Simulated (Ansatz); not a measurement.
**C₂H₁₀BNSi: basis-set convergence**

Aim: see how fast density functionals converge with the basis set for C₂H₁₀BNSi.

Program: Ansatz 0.2.0, Gaussian basis. Level of theory: one geometry, several basis sets. These are calculated values, not measurements.

Levels to be run: PBE0-D4/def2-SVP; ωB97M-V/def2-SVP; PBE0-D4/def2-QZVPP; ωB97M-V/def2-QZVPP; the functionals' def2-TZVPP values are taken from earlier runs.

## Step 1: The relaxed structure

An earlier PBE0-D4 in a triple-zeta def2 set relaxation fixed the geometry.

SMILES `CB(C)[SiH2]N`, 15 atoms, charge 0, spin multiplicity 1.

Atoms are counted from 1 here; the program's logs count them from 0.

Bond lengths: C1–B2 1.562 Å, C1–H6 1.094 Å, C1–H7 1.103 Å, C1–H8 1.093 Å, B2–C3 1.564 Å, B2–Si4 2.030 Å, C3–H9 1.093 Å, C3–H10 1.102 Å, C3–H11 1.095 Å, Si4–N5 1.734 Å, Si4–H12 1.495 Å, Si4–H13 1.497 Å, N5–H14 1.008 Å, N5–H15 1.007 Å. Angles: B2–C1–H6 114.7°, B2–C1–H7 104.7°, B2–C1–H8 115.0°, H6–C1–H7 106.1°, H6–C1–H8 109.9°, H7–C1–H8 105.5°, C1–B2–C3 120.1°, C1–B2–Si4 121.4°, C3–B2–Si4 118.6°, B2–C3–H9 115.9°, B2–C3–H10 104.7°, B2–C3–H11 114.0°, H9–C3–H10 106.0°, H9–C3–H11 109.6°, H10–C3–H11 105.8°, B2–Si4–N5 119.4°, B2–Si4–H12 109.0°, B2–Si4–H13 107.1° and more.

Coordinates:

```xyz
15

C    -1.09531   -1.17441    0.65606
B     0.15850   -0.58475   -0.06525
C     1.28851   -1.53711   -0.57584
Si    0.35196    1.41017   -0.38588
N    -0.77859    2.50420    0.34291
H    -0.94568   -2.16515    1.09542
H    -1.84335   -1.30535   -0.14391
H    -1.56237   -0.50988    1.38712
H     1.90095   -1.15381   -1.39536
H     1.96880   -1.64968    0.28428
H     0.94336   -2.54735   -0.81756
H     1.70308    1.84914    0.07870
H     0.30064    1.62551   -1.86666
H    -1.75959    2.42540    0.12699
H    -0.65263    2.76228    1.30839
```

## Step 2: PBE0-D4 in def2-SVP

File in.yaml:

```yaml
crystal:
  periodic: [false, false, false]
  atoms:
    - {symbol: C, position_ang: [-1.095313, -1.174415, 0.656061]}
    - {symbol: B, position_ang: [0.158499, -0.584747, -0.065254]}
    - {symbol: C, position_ang: [1.288512, -1.537114, -0.575836]}
    - {symbol: Si, position_ang: [0.351959, 1.410173, -0.385880]}
    - {symbol: N, position_ang: [-0.778586, 2.504202, 0.342905]}
    - {symbol: H, position_ang: [-0.945679, -2.165152, 1.095417]}
    - {symbol: H, position_ang: [-1.843345, -1.305351, -0.143914]}
    - {symbol: H, position_ang: [-1.562370, -0.509878, 1.387122]}
    - {symbol: H, position_ang: [1.900948, -1.153814, -1.395357]}
    - {symbol: H, position_ang: [1.968802, -1.649678, 0.284282]}
    - {symbol: H, position_ang: [0.943360, -2.547346, -0.817564]}
    - {symbol: H, position_ang: [1.703085, 1.849136, 0.078701]}
    - {symbol: H, position_ang: [0.300644, 1.625509, -1.866661]}
    - {symbol: H, position_ang: [-1.759589, 2.425396, 0.126990]}
    - {symbol: H, position_ang: [-0.652627, 2.762281, 1.308389]}
basis:
  gaussian: {orbitals: def2-SVP}
hamiltonian: {xc: pbe0, dispersion: d4}
output: {orbitals: {seedname: orbitals}}
```

Further steps of the session: ωB97M-V in def2-SVP; PBE0-D4 in def2-QZVPP; ωB97M-V in def2-QZVPP.

Before running them: what should the planned runs give, taken together? Wanted: PBE0-D4: double and triple zeta above quadruple; ωB97M-V: double and triple zeta above quadruple.

**Answer**, as computed:

| quantity | value |
| --- | --- |
| PBE0-D4: double and triple zeta above quadruple | 8.33, 0.54 eV |
| ωB97M-V: double and triple zeta above quadruple | 8.62, 0.51 eV |

What this shows: For PBE0-D4 the step from double to triple zeta gains 7.79 eV and the next only 0.54 eV. These are total energies; as a rule much of such shifts cancels in differences, which this series doesn't test.
